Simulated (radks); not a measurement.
# Zr²⁺ with its nuclear charge varied continuously

An exercise on one series of results from a longer session: the logs are not shown, and one member is left open.

Program: radks (a radial shooting solver on a logarithmic mesh, Libxc functionals) version 1. Level of theory: Dirac Kohn-Sham, PBE, spin-unpolarised, spherical densities, finite nucleus; open shells fill j = l - 1/2 first. These are calculated values, not measurements, unless marked.

## What is computed

```
element            : zirconium (Z = 40)
charge             : +2
electrons          : 38
configuration      : [Kr] 4d2
nuclear rms radius : 4.2694 fm
```

Set-up of the first run:

Input:

```text
Z 40
configuration [Kr] 4d2
relativity Dirac
functional pbe,pbe
spin unpolarised
j_filling energy
nucleus finite rms 4.2694 fm
c 137.035999084
```

Steps of the session up to this table: Z = 40.

One of the session's tables, all rows but one given; the rest of the session is left out.

Sizes of the orbitals, from the radial functions (bohr):

| level | <r> | outermost maximum (interpolated) | 90 % within | nodes |
| --- | --- | --- | --- | --- |
| 3p3/2 | ? | ? | ? | ? |
| 3d3/2 | 0.4504 | 0.346 | 0.725 | 0 |
| 3d5/2 | 0.4540 | 0.349 | 0.730 | 0 |
| 4s1/2 | 1.213 | 1.08 | 1.77 | 3 |
| 4p1/2 | 1.344 | 1.16 | 2.00 | 2 |
| 4p3/2 | 1.374 | 1.19 | 2.04 | 2 |
| 4d3/2 | 2.002 | 1.56 | 3.16 | 1 |
| 4d5/2 | 2.017 | 1.57 | 3.19 | 1 |

Q: Estimate the row for 3p3/2 from the others.

As computed: <r>: 0.4654; outermost maximum (interpolated): 0.405; 90 % within: 0.705; nodes: 1. In the column «<r>» it lies between 3d5/2 (0.4540) and 4s1/2 (1.213).
